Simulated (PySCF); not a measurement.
# C2H5ClGe: core binding energies at several levels of theory, part 1 of 2

Aim: compute the core binding energies of C2H5ClGe (`Cl/C=[CH]/[GeH3]`) at several levels, and see how far they spread and what each costs.

Programs: PySCF 2.14.0, with density-fitted response routines of our own. Each step states its level of theory. These are calculated values for one molecule in the gas phase, unless marked as measured. Atoms are numbered from 0 throughout.

### 1 The molecule as given

9 atoms, charge 0, multiplicity 1; geometry from: PBE0-D3(BJ)/def2-SVP.

Bonds of the start (Å): Cl0–C1 1.73, C1–C2 1.33, C2–Ge3 1.94, C1–H4 1.09, C2–H5 1.10, Ge3–H6 1.54, Ge3–H7 1.54, Ge3–H8 1.54.

### 2 Core holes by ΔSCF: SCAN, X2C

What the job is given:

```
{"job": {"kind": "xps"}, "charge": 0, "multiplicity": 1}
Cl     2.516414    -0.394939    -0.057003
C      0.811502    -0.122914    -0.155071
C     -0.104052    -0.972371     0.310832
Ge    -2.002458    -0.606108     0.169278
H      0.570428     0.827004    -0.641876
H      0.233583    -1.900920     0.783928
H     -2.694875    -1.707411    -0.654586
H     -2.182680     0.755417    -0.524915
H     -2.639821    -0.566607     1.570296
```

Method: delta-SCF UKS SCAN, pcX-2 on the ionised atom, pcseg-1 elsewhere, spin-free X2C.

On the command line:

```
$ OMP_NUM_THREADS=1 python probes_run.py task.json out
```

This one command runs all jobs of the session in turn.

Log:

```text
ground state, core basis on atom 0 (Cl), 140 functions
  cycle   1  E = -2634.77623082  |g| = 3.49e-01
  cycle   2  E = -2634.74125749  |g| = 4.68e-01
  cycle   3  E = -2634.79892171  |g| = 1.43e-01
  cycle   4  E = -2634.80448268  |g| = 4.44e-02
  cycle   5  E = -2634.80498096  |g| = 1.31e-02
  cycle   6  E = -2634.80502208  |g| = 3.80e-03
  cycle   7  E = -2634.80502792  |g| = 8.90e-04
  cycle   8  E = -2634.80502501  |g| = 2.57e-04
  E(ground) = -2634.92854382 Eh
hole in Cl 1s of atom 0
  cycle   1  E = -2529.59321155  |g| = 5.47e+00
  cycle   2  E = -2528.71544736  |g| = 2.53e+00
  cycle   3  E = -2516.69028686  |g| = 3.60e+00
  cycle   4  E = -2530.76354072  |g| = 3.86e-01
  cycle   5  E = -2530.74275884  |g| = 4.41e-01
  cycle   6  E = -2530.83781083  |g| = 5.33e-02
  cycle   7  E = -2530.83874748  |g| = 3.49e-02
  cycle   8  E = -2530.83945130  |g| = 1.03e-02
  cycle   9  E = -2530.83951360  |g| = 3.69e-03
  cycle  10  E = -2530.83951800  |g| = 6.95e-04
  cycle  11  E = -2530.83951968  |g| = 1.70e-04
  E(ion) = -2530.97090373 Eh   <S^2> = 0.7525   hole on atom = 1.000   binding energy = 2828.831 eV
hole in Cl 2p of atom 0
  cycle   1  E = -2626.72874442  |g| = 1.70e+00
  cycle   2  E = -2625.62035450  |g| = 1.75e+00
  cycle   3  E = -2626.73635461  |g| = 7.97e-01
  cycle   4  E = -2627.12947680  |g| = 3.48e-01
  cycle   5  E = -2627.18839346  |g| = 1.14e-01
  cycle   6  E = -2627.19533832  |g| = 3.24e-02
  cycle   7  E = -2627.19585297  |g| = 1.08e-02
  cycle   8  E = -2627.19590756  |g| = 4.28e-03
  cycle   9  E = -2627.19591706  |g| = 6.32e-04
  cycle  10  E = -2627.19591548  |g| = 1.81e-04
  E(ion) = -2627.32755124 Eh   <S^2> = 0.7518   hole on atom = 1.001   binding energy = 206.834 eV
  2p3/2 = 206.235 eV   2p1/2 = 207.889 eV
ground state, core basis on atom 1 (C), 129 functions
  cycle   1  E = -2634.62271243  |g| = 5.69e-02
  cycle   2  E = -2634.62258910  |g| = 2.53e-02
  cycle   3  E = -2634.62232266  |g| = 3.92e-02
  cycle   4  E = -2634.62277319  |g| = 5.49e-03
  cycle   5  E = -2634.62277972  |g| = 7.67e-04
  cycle   6  E = -2634.62278074  |g| = 1.53e-04
  E(ground) = -2634.76039231 Eh
hole in C 1s of atom 1
  cycle   1  E = -2623.30299787  |g| = 1.51e+00
  cycle   2  E = -2621.44339207  |g| = 2.34e+00
  cycle   3  E = -2623.75507370  |g| = 4.69e-01
  cycle   4  E = -2623.79975158  |g| = 3.89e-01
  cycle   5  E = -2623.87280067  |g| = 1.85e-01
  cycle   6  E = -2623.89249933  |g| = 1.92e-02
  cycle   7  E = -2623.89277315  |g| = 7.72e-03
  cycle   8  E = -2623.89285739  |g| = 4.19e-03
  cycle   9  E = -2623.89290373  |g| = 2.72e-03
  cycle  10  E = -2623.89291858  |g| = 1.55e-03
  cycle  11  E = -2623.89292719  |g| = 6.62e-04
  cycle  12  E = -2623.89292794  |g| = 3.49e-04
  E(ion) = -2624.02668212 Eh   <S^2> = 0.8088   hole on atom = 1.000   binding energy = 292.079 eV
ground state, core basis on atom 2 (C), 129 functions
  cycle   1  E = -2634.62204049  |g| = 5.98e-02
  cycle   2  E = -2634.62151461  |g| = 5.04e-02
  cycle   3  E = -2634.62161844  |g| = 4.57e-02
  cycle   4  E = -2634.62218795  |g| = 4.00e-03
  cycle   5  E = -2634.62219266  |g| = 7.24e-04
  cycle   6  E = -2634.62219322  |g| = 2.42e-04
  E(ground) = -2634.75993086 Eh
hole in C 1s of atom 2
  cycle   1  E = -2623.35593532  |g| = 1.51e+00
  cycle   2  E = -2621.94039801  |g| = 2.16e+00
  cycle   3  E = -2623.79284058  |g| = 5.05e-01
  cycle   4  E = -2623.85251997  |g| = 3.96e-01
  cycle   5  E = -2623.94302829  |g| = 1.27e-01
  cycle   6  E = -2623.94969891  |g| = 4.07e-02
  cycle   7  E = -2623.95072836  |g| = 9.50e-03
  cycle   8  E = -2623.95083735  |g| = 4.30e-03
  cycle   9  E = -2623.95089505  |g| = 2.98e-03
  cycle  10  E = -2623.95091343  |g| = 1.16e-03
  cycle  11  E = -2623.95091562  |g| = 3.12e-04
  E(ion) = -2624.08715521 Eh   <S^2> = 0.8042   hole on atom = 1.000   binding energy = 290.421 eV
```

It took 16 s on 1 thread of Arm Neoverse V1, shared host; peak memory 0.42 GiB.

Binding energies by hole, beside the orbital energy of the ground state; the difference holds orbital relaxation and, for a density functional, its self-interaction error:

| hole | stands for | environment | ΔSCF (eV; 2p as the shell's mean) | −ε (eV) | ⟨S²⟩ |
| --- | --- | --- | --- | --- | --- |
| Cl1s on Cl0 | Cl0 | chlorine bonded to C | 2828.83 | 2763.9 | 0.753 |
| Cl2p on Cl0 | Cl0 | chlorine bonded to C | 206.79 | 193.7 | 0.752 |
| C1s on C1 | C1 | alkene CH bonded to Cl | 292.08 | 275.7 | 0.809 |
| C1s on C2 | C2 | alkene CH | 290.42 | 274.2 | 0.804 |

With the spin-orbit splitting: Cl0 2p3/2 206.23, 2p1/2 207.89 eV. The table gives each 2p level as the mean over the whole 2p shell (two parts 2p3/2, one part 2p1/2), which differs a little from the single hole in the log.

### 3 X-ray photoelectron lines: B3LYP, X2C

Same as in step 2 but for these lines:

```diff
@@ -1,2 +1,2 @@
-{"job": {"kind": "xps"}, "charge": 0, "multiplicity": 1}
+{"job": {"kind": "xps", "xc": "B3LYP"}, "charge": 0, "multiplicity": 1}
 Cl     2.516414    -0.394939    -0.057003
```

Method: delta-SCF UKS B3LYP, pcX-2 on the ionised atom, pcseg-1 elsewhere, spin-free X2C.

Log:

```text
ground state, core basis on atom 0 (Cl), 140 functions
  cycle   1  E = -2634.88390726  |g| = 3.02e-01
  cycle   2  E = -2634.86648993  |g| = 4.02e-01
  cycle   3  E = -2634.90433802  |g| = 9.60e-02
  cycle   4  E = -2634.90681654  |g| = 2.23e-02
  cycle   5  E = -2634.90693580  |g| = 3.30e-03
  cycle   6  E = -2634.90693884  |g| = 1.59e-03
  cycle   7  E = -2634.90693972  |g| = 4.71e-04
  E(ground) = -2634.91089521 Eh
hole in Cl 1s of atom 0
  cycle   1  E = -2529.78671864  |g| = 5.52e+00
  cycle   2  E = -2529.91007607  |g| = 2.30e+00
  cycle   3  E = -2530.30422400  |g| = 1.16e+00
  cycle   4  E = -2530.88561384  |g| = 5.17e-01
  cycle   5  E = -2531.01601861  |g| = 2.04e-01
  cycle   6  E = -2531.03508576  |g| = 3.62e-02
  cycle   7  E = -2531.03563075  |g| = 1.72e-02
  cycle   8  E = -2531.03579869  |g| = 1.69e-03
  cycle   9  E = -2531.03580066  |g| = 4.74e-04
  E(ion) = -2531.03976835 Eh   <S^2> = 0.7512   hole on atom = 1.000   binding energy = 2826.477 eV
hole in Cl 2p of atom 0
  cycle   1  E = -2626.85225217  |g| = 1.66e+00
  cycle   2  E = -2626.62098324  |g| = 1.41e+00
  cycle   3  E = -2627.13217305  |g| = 5.61e-01
  cycle   4  E = -2627.29088987  |g| = 2.23e-01
  cycle   5  E = -2627.31490887  |g| = 5.28e-02
  cycle   6  E = -2627.31624747  |g| = 1.29e-02
  cycle   7  E = -2627.31633447  |g| = 3.49e-03
  cycle   8  E = -2627.31634078  |g| = 1.14e-03
  cycle   9  E = -2627.31633926  |g| = 1.50e-04
  E(ion) = -2627.32028966 Eh   <S^2> = 0.7526   hole on atom = 1.001   binding energy = 206.551 eV
  2p3/2 = 205.847 eV   2p1/2 = 207.504 eV
ground state, core basis on atom 1 (C), 129 functions
  cycle   1  E = -2634.72360433  |g| = 4.35e-02
  cycle   2  E = -2634.72348096  |g| = 2.82e-02
  cycle   3  E = -2634.72354104  |g| = 2.36e-02
  cycle   4  E = -2634.72367728  |g| = 4.14e-03
  cycle   5  E = -2634.72368439  |g| = 3.89e-04
  E(ground) = -2634.72750253 Eh
hole in C 1s of atom 1
  cycle   1  E = -2623.40863127  |g| = 1.52e+00
  cycle   2  E = -2622.10756204  |g| = 2.17e+00
  cycle   3  E = -2623.91626130  |g| = 3.65e-01
  cycle   4  E = -2623.97055493  |g| = 1.75e-01
  cycle   5  E = -2623.98486137  |g| = 8.90e-02
  cycle   6  E = -2623.98904149  |g| = 9.48e-03
  cycle   7  E = -2623.98912495  |g| = 4.22e-03
  cycle   8  E = -2623.98915699  |g| = 2.22e-03
  cycle   9  E = -2623.98917073  |g| = 1.23e-03
  cycle  10  E = -2623.98917644  |g| = 3.57e-04
  E(ion) = -2623.99293129 Eh   <S^2> = 0.7774   hole on atom = 1.000   binding energy = 292.103 eV
ground state, core basis on atom 2 (C), 129 functions
  cycle   1  E = -2634.72319067  |g| = 4.55e-02
  cycle   2  E = -2634.72285104  |g| = 4.22e-02
  cycle   3  E = -2634.72314981  |g| = 2.50e-02
  cycle   4  E = -2634.72331312  |g| = 1.59e-03
  cycle   5  E = -2634.72331142  |g| = 3.78e-04
  E(ground) = -2634.72714544 Eh
hole in C 1s of atom 2
  cycle   1  E = -2623.46153694  |g| = 1.52e+00
  cycle   2  E = -2622.35899528  |g| = 2.06e+00
  cycle   3  E = -2623.95357138  |g| = 4.05e-01
  cycle   4  E = -2624.00731208  |g| = 2.59e-01
  cycle   5  E = -2624.04527890  |g| = 8.29e-02
  cycle   6  E = -2624.04830152  |g| = 1.73e-02
  cycle   7  E = -2624.04850015  |g| = 3.87e-03
  cycle   8  E = -2624.04852145  |g| = 1.64e-03
  cycle   9  E = -2624.04853207  |g| = 8.19e-04
  cycle  10  E = -2624.04853429  |g| = 2.46e-04
  E(ion) = -2624.05228860 Eh   <S^2> = 0.7730   hole on atom = 1.000   binding energy = 290.478 eV
```

It took 23 s on 1 thread of Arm Neoverse V1, shared host; peak memory 0.53 GiB.

The holes in one table. −ε is the ground-state orbital energy:

| hole | stands for | environment | ΔSCF (eV; 2p as the shell's mean) | −ε (eV) | ⟨S²⟩ |
| --- | --- | --- | --- | --- | --- |
| Cl1s on Cl0 | Cl0 | chlorine bonded to C | 2826.48 | 2772.4 | 0.751 |
| Cl2p on Cl0 | Cl0 | chlorine bonded to C | 206.40 | 196.5 | 0.753 |
| C1s on C1 | C1 | alkene CH bonded to Cl | 292.10 | 279.0 | 0.777 |
| C1s on C2 | C2 | alkene CH | 290.48 | 277.5 | 0.773 |

With the spin-orbit splitting: Cl0 2p3/2 205.85, 2p1/2 207.50 eV. The table gives each 2p level as the mean over the whole 2p shell (two parts 2p3/2, one part 2p1/2), which differs a little from the single hole in the log.

### 4 Core holes by ΔSCF: PBE0, X2C

Same as in step 3 but for these lines:

```diff
@@ -1,2 +1,2 @@
-{"job": {"kind": "xps", "xc": "B3LYP"}, "charge": 0, "multiplicity": 1}
+{"job": {"kind": "xps", "xc": "PBE0"}, "charge": 0, "multiplicity": 1}
 Cl     2.516414    -0.394939    -0.057003
```

Method: delta-SCF UKS PBE0, pcX-2 on the ionised atom, pcseg-1 elsewhere, spin-free X2C.

Log:

```text
ground state, core basis on atom 0 (Cl), 140 functions
  cycle   1  E = -2634.29977957  |g| = 2.77e-01
  cycle   2  E = -2634.28954931  |g| = 3.49e-01
  cycle   3  E = -2634.31756925  |g| = 7.79e-02
  cycle   4  E = -2634.31917554  |g| = 2.17e-02
  cycle   5  E = -2634.31928987  |g| = 2.40e-03
  cycle   6  E = -2634.31928921  |g| = 7.75e-04
  cycle   7  E = -2634.31929177  |g| = 2.89e-04
  E(ground) = -2634.32249316 Eh
hole in Cl 1s of atom 0
  cycle   1  E = -2529.22100234  |g| = 5.51e+00
  cycle   2  E = -2529.58308093  |g| = 2.13e+00
  cycle   3  E = -2529.96984241  |g| = 9.76e-01
  cycle   4  E = -2530.35238693  |g| = 4.61e-01
  cycle   5  E = -2530.46073870  |g| = 1.45e-01
  cycle   6  E = -2530.47005600  |g| = 3.11e-02
  cycle   7  E = -2530.47052628  |g| = 1.10e-02
  cycle   8  E = -2530.47059318  |g| = 1.18e-03
  cycle   9  E = -2530.47059332  |g| = 3.92e-04
  E(ion) = -2530.47379643 Eh   <S^2> = 0.7513   hole on atom = 1.000   binding energy = 2825.867 eV
hole in Cl 2p of atom 0
  cycle   1  E = -2626.27134680  |g| = 1.65e+00
  cycle   2  E = -2626.20098482  |g| = 1.27e+00
  cycle   3  E = -2626.60971716  |g| = 4.69e-01
  cycle   4  E = -2626.71766029  |g| = 1.86e-01
  cycle   5  E = -2626.73452433  |g| = 4.20e-02
  cycle   6  E = -2626.73534724  |g| = 1.16e-02
  cycle   7  E = -2626.73541941  |g| = 2.57e-03
  cycle   8  E = -2626.73542321  |g| = 8.20e-04
  cycle   9  E = -2626.73542361  |g| = 1.53e-04
  E(ion) = -2626.73860640 Eh   <S^2> = 0.7531   hole on atom = 1.001   binding energy = 206.368 eV
  2p3/2 = 205.669 eV   2p1/2 = 207.321 eV
ground state, core basis on atom 1 (C), 129 functions
  cycle   1  E = -2634.13572180  |g| = 5.98e-02
  cycle   2  E = -2634.13563836  |g| = 2.67e-02
  cycle   3  E = -2634.13564266  |g| = 2.64e-02
  cycle   4  E = -2634.13581694  |g| = 3.57e-03
  cycle   5  E = -2634.13582294  |g| = 4.37e-04
  E(ground) = -2634.13907937 Eh
hole in C 1s of atom 1
  cycle   1  E = -2622.83885145  |g| = 1.52e+00
  cycle   2  E = -2621.80162960  |g| = 2.02e+00
  cycle   3  E = -2623.35254901  |g| = 3.55e-01
  cycle   4  E = -2623.40920433  |g| = 1.29e-01
  cycle   5  E = -2623.41742203  |g| = 5.00e-02
  cycle   6  E = -2623.41879633  |g| = 1.04e-02
  cycle   7  E = -2623.41891446  |g| = 4.87e-03
  cycle   8  E = -2623.41897913  |g| = 2.86e-03
  cycle   9  E = -2623.41901257  |g| = 1.56e-03
  cycle  10  E = -2623.41902012  |g| = 4.21e-04
  E(ion) = -2623.42219176 Eh   <S^2> = 0.7915   hole on atom = 1.000   binding energy = 291.621 eV
ground state, core basis on atom 2 (C), 129 functions
  cycle   1  E = -2634.13484970  |g| = 6.16e-02
  cycle   2  E = -2634.13452530  |g| = 4.32e-02
  cycle   3  E = -2634.13469817  |g| = 3.44e-02
  cycle   4  E = -2634.13500594  |g| = 1.20e-03
  cycle   5  E = -2634.13500497  |g| = 1.22e-04
  E(ground) = -2634.13827357 Eh
hole in C 1s of atom 2
  cycle   1  E = -2622.89125899  |g| = 1.52e+00
  cycle   2  E = -2622.00677552  |g| = 1.92e+00
  cycle   3  E = -2623.39452435  |g| = 3.84e-01
  cycle   4  E = -2623.45301715  |g| = 1.99e-01
  cycle   5  E = -2623.47583336  |g| = 6.75e-02
  cycle   6  E = -2623.47789897  |g| = 1.37e-02
  cycle   7  E = -2623.47804923  |g| = 4.15e-03
  cycle   8  E = -2623.47808885  |g| = 2.21e-03
  cycle   9  E = -2623.47811216  |g| = 9.82e-04
  cycle  10  E = -2623.47811362  |g| = 2.73e-04
  E(ion) = -2623.48130359 Eh   <S^2> = 0.7831   hole on atom = 1.000   binding energy = 289.991 eV
```

It took 22 s on 1 thread of Arm Neoverse V1, shared host; peak memory 0.53 GiB.

The holes in one table. −ε is the ground-state orbital energy:

| hole | stands for | environment | ΔSCF (eV; 2p as the shell's mean) | −ε (eV) | ⟨S²⟩ |
| --- | --- | --- | --- | --- | --- |
| Cl1s on Cl0 | Cl0 | chlorine bonded to C | 2825.87 | 2777.4 | 0.751 |
| Cl2p on Cl0 | Cl0 | chlorine bonded to C | 206.22 | 197.8 | 0.753 |
| C1s on C1 | C1 | alkene CH bonded to Cl | 291.62 | 280.4 | 0.791 |
| C1s on C2 | C2 | alkene CH | 289.99 | 279.0 | 0.783 |

With the spin-orbit splitting: Cl0 2p3/2 205.67, 2p1/2 207.32 eV. The table gives each 2p level as the mean over the whole 2p shell (two parts 2p3/2, one part 2p1/2), which differs a little from the single hole in the log.

### 5 Core-electron binding energies: PBE, X2C

Same as in step 4 but for these lines:

```diff
@@ -1,2 +1,2 @@
-{"job": {"kind": "xps", "xc": "PBE0"}, "charge": 0, "multiplicity": 1}
+{"job": {"kind": "xps", "xc": "PBE"}, "charge": 0, "multiplicity": 1}
 Cl     2.516414    -0.394939    -0.057003
```

With the program's defaults for keys left out, this is: delta-SCF UKS PBE, pcX-2 on the ionised atom, pcseg-1 elsewhere, spin-free X2C.

Log:

```text
ground state, core basis on atom 0 (Cl), 140 functions
  cycle   1  E = -2634.20221919  |g| = 3.53e-01
  cycle   2  E = -2634.14179763  |g| = 5.69e-01
  cycle   3  E = -2634.22441135  |g| = 1.83e-01
  cycle   4  E = -2634.23390034  |g| = 3.82e-02
  cycle   5  E = -2634.23424634  |g| = 1.74e-02
  cycle   6  E = -2634.23431988  |g| = 4.16e-03
  cycle   7  E = -2634.23432477  |g| = 8.47e-04
  cycle   8  E = -2634.23432436  |g| = 1.38e-04
  E(ground) = -2634.23873453 Eh
hole in Cl 1s of atom 0
  cycle   1  E = -2529.18070830  |g| = 5.56e+00
  cycle   2  E = -2527.58161464  |g| = 2.76e+00
  cycle   3  E = -2512.15169659  |g| = 3.27e+00
  cycle   4  E = -2530.31272668  |g| = 4.12e-01
  cycle   5  E = -2530.33890483  |g| = 4.05e-01
  cycle   6  E = -2530.42858272  |g| = 1.37e-01
  cycle   7  E = -2530.43875664  |g| = 5.16e-02
  cycle   8  E = -2530.44018624  |g| = 1.73e-02
  cycle   9  E = -2530.44033725  |g| = 6.18e-03
  cycle  10  E = -2530.44035900  |g| = 8.92e-04
  cycle  11  E = -2530.44035955  |g| = 1.58e-04
  E(ion) = -2530.44477354 Eh   <S^2> = 0.7510   hole on atom = 1.000   binding energy = 2824.378 eV
hole in Cl 2p of atom 0
  cycle   1  E = -2626.19811309  |g| = 1.67e+00
  cycle   2  E = -2624.20266302  |g| = 1.92e+00
  cycle   3  E = -2625.90300773  |g| = 9.96e-01
  cycle   4  E = -2626.61306184  |g| = 2.93e-01
  cycle   5  E = -2626.64941758  |g| = 1.82e-01
  cycle   6  E = -2626.66407031  |g| = 6.18e-02
  cycle   7  E = -2626.66607812  |g| = 1.54e-02
  cycle   8  E = -2626.66621161  |g| = 3.62e-03
  cycle   9  E = -2626.66621876  |g| = 5.50e-04
  cycle  10  E = -2626.66621867  |g| = 8.85e-05
  E(ion) = -2626.67060664 Eh   <S^2> = 0.7518   hole on atom = 1.001   binding energy = 205.939 eV
  2p3/2 = 205.200 eV   2p1/2 = 206.870 eV
ground state, core basis on atom 1 (C), 129 functions
  cycle   1  E = -2634.04849187  |g| = 7.36e-02
  cycle   2  E = -2634.04811436  |g| = 4.33e-02
  cycle   3  E = -2634.04765324  |g| = 6.03e-02
  cycle   4  E = -2634.04855456  |g| = 1.18e-02
  cycle   5  E = -2634.04859536  |g| = 8.26e-04
  cycle   6  E = -2634.04859659  |g| = 9.55e-05
  E(ground) = -2634.05304785 Eh
hole in C 1s of atom 1
  cycle   1  E = -2622.76987119  |g| = 1.53e+00
  cycle   2  E = -2619.15792307  |g| = 2.82e+00
  cycle   3  E = -2623.11053662  |g| = 5.44e-01
  cycle   4  E = -2623.25548289  |g| = 3.55e-01
  cycle   5  E = -2623.34099489  |g| = 1.31e-01
  cycle   6  E = -2623.34664267  |g| = 6.57e-02
  cycle   7  E = -2623.34847364  |g| = 2.88e-02
  cycle   8  E = -2623.34901620  |g| = 4.15e-03
  cycle   9  E = -2623.34902871  |g| = 9.94e-04
  cycle  10  E = -2623.34903091  |g| = 4.05e-04
  E(ion) = -2623.35338671 Eh   <S^2> = 0.7749   hole on atom = 1.000   binding energy = 291.153 eV
ground state, core basis on atom 2 (C), 129 functions
  cycle   1  E = -2634.04771923  |g| = 7.63e-02
  cycle   2  E = -2634.04628621  |g| = 7.79e-02
  cycle   3  E = -2634.04661739  |g| = 6.90e-02
  cycle   4  E = -2634.04793041  |g| = 2.86e-03
  cycle   5  E = -2634.04793285  |g| = 4.15e-04
  E(ground) = -2634.05240590 Eh
hole in C 1s of atom 2
  cycle   1  E = -2622.81925058  |g| = 1.53e+00
  cycle   2  E = -2620.90768103  |g| = 2.43e+00
  cycle   3  E = -2623.21762187  |g| = 5.45e-01
  cycle   4  E = -2623.21420353  |g| = 5.75e-01
  cycle   5  E = -2623.39790343  |g| = 1.33e-01
  cycle   6  E = -2623.40402231  |g| = 6.38e-02
  cycle   7  E = -2623.40622284  |g| = 1.14e-02
  cycle   8  E = -2623.40632920  |g| = 2.22e-03
  cycle   9  E = -2623.40633330  |g| = 5.67e-04
  cycle  10  E = -2623.40633303  |g| = 3.50e-04
  E(ion) = -2623.41071028 Eh   <S^2> = 0.7718   hole on atom = 1.000   binding energy = 289.575 eV
```

Wall time 10 s (1 thread of Arm Neoverse V1, shared host); peak memory 0.53 GiB.

Binding energies by hole, beside the orbital energy of the ground state; the difference holds orbital relaxation and, for a density functional, its self-interaction error:

| hole | stands for | environment | ΔSCF (eV; 2p as the shell's mean) | −ε (eV) | ⟨S²⟩ |
| --- | --- | --- | --- | --- | --- |
| Cl1s on Cl0 | Cl0 | chlorine bonded to C | 2824.38 | 2748.7 | 0.751 |
| Cl2p on Cl0 | Cl0 | chlorine bonded to C | 205.76 | 190.5 | 0.752 |
| C1s on C1 | C1 | alkene CH bonded to Cl | 291.15 | 271.0 | 0.775 |
| C1s on C2 | C2 | alkene CH | 289.58 | 269.7 | 0.772 |

With the spin-orbit splitting: Cl0 2p3/2 205.20, 2p1/2 206.87 eV. The table gives each 2p level as the mean over the whole 2p shell (two parts 2p3/2, one part 2p1/2), which differs a little from the single hole in the log.

(Continued in part 2 of 2.)
